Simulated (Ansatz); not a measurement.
# C₂H₆ClFSi: a ladder of functionals and wavefunction methods

An exercise on one series of results from a longer session: the logs are not shown, and one member is left open.

Computed with Ansatz 0.2.0, Gaussian basis. Level: functionals in def2-TZVPP, the program's frozen cores in correlated methods.

Plan: PBE-D4, r2SCAN-D4, PBE0-D4, B3LYP-D4, ωB97X-V, ωB97M-V, B2PLYP; CCSD(T)/def2-TZVPP; MP2/def2-QZVPP; extrapolation to the limit.

**The geometry**

The geometry comes from an earlier relaxation with PBE0-D4 in a triple-zeta def2 set; it is a stationary point, not always the lowest conformer.

SMILES `FC([SiH3])CCl`, 11 atoms, charge 0, spin multiplicity 1.

Atoms are counted from 1 here; the program's logs count them from 0.

Bond lengths: F1–C2 1.392 Å, C2–Si3 1.910 Å, C2–C4 1.501 Å, C2–H6 1.096 Å, Si3–H7 1.487 Å, Si3–H8 1.485 Å, Si3–H9 1.482 Å, C4–Cl5 1.785 Å, C4–H10 1.091 Å, C4–H11 1.090 Å. Angles: F1–C2–Si3 108.0°, F1–C2–C4 109.8°, F1–C2–H6 107.2°, Si3–C2–C4 112.5°, Si3–C2–H6 109.5°, C4–C2–H6 109.6°, C2–Si3–H7 108.6°, C2–Si3–H8 109.4°, C2–Si3–H9 108.7°, H7–Si3–H8 109.7°, H7–Si3–H9 110.0°, H8–Si3–H9 110.4°, C2–C4–Cl5 112.6°, C2–C4–H10 110.1°, C2–C4–H11 110.9°, Cl5–C4–H10 107.0°, Cl5–C4–H11 106.9°, H10–C4–H11 109.2°.

The first run:

in.yaml

```yaml
crystal:
  periodic: [false, false, false]
  atoms:
    - {symbol: F, position_ang: [-1.717964, -0.367410, 0.544773]}
    - {symbol: C, position_ang: [-0.450958, 0.197939, 0.432634]}
    - {symbol: Si, position_ang: [0.833817, -1.213548, 0.509240]}
    - {symbol: C, position_ang: [-0.358350, 0.991734, -0.838137]}
    - {symbol: Cl, position_ang: [-1.424236, 2.423015, -0.830930]}
    - {symbol: H, position_ang: [-0.315466, 0.864160, 1.292686]}
    - {symbol: H, position_ang: [2.195258, -0.616027, 0.516570]}
    - {symbol: H, position_ang: [0.677756, -2.086952, -0.681263]}
    - {symbol: H, position_ang: [0.612755, -1.989356, 1.752740]}
    - {symbol: H, position_ang: [0.660793, 1.353642, -0.980983]}
    - {symbol: H, position_ang: [-0.648005, 0.385803, -1.696631]}
basis:
  gaussian: {orbitals: def2-TZVPP}
hamiltonian: {xc: pbe, dispersion: d4}
output: {forces: true, orbitals: {seedname: orbitals}}
```

Command:

```
$ ansatz run in.yaml --threads 4 --pin off --events-out ev --progress --plain --max-ram 10444MiB
```

Among the steps run: PBE-D4 (GGA); r2SCAN-D4 (meta-GGA); PBE0-D4 (hybrid); B3LYP-D4 (hybrid); ωB97X-V (range-separated); ωB97M-V (range-separated); B2PLYP (double hybrid); CCSD(T) in def2-TZVPP; MP2 in def2-QZVPP.

One table of the session follows, with a row left open; its other results are not shown here.

| method | atomisation energy (kJ/mol) |
| --- | --- |
| PBE-D4 | 3837.3 |
| r2SCAN-D4 | 3785.3 |
| PBE0-D4 | 3779.4 |
| B3LYP-D4 | 3766.0 |
| ωB97X-V | ? |
| ωB97M-V | 3789.0 |
| B2PLYP | 3725.2 |
| HF/def2-TZVPP | 2778.5 |
| MP2/def2-TZVPP | 3729.7 |
| CCSD/def2-TZVPP | 3626.6 |
| CCSD(T)/def2-TZVPP | 3679.7 |
| MP2/CBS | 3827.6 |
| CCSD(T)/CBS | 3777.6 |

Estimate the missing values for ωB97X-V.

The run gave: atomisation energy (kJ/mol): 3795.2. In the column «atomisation energy (kJ/mol)» it lies between ωB97M-V (3789.0) and MP2/CBS (3827.6).
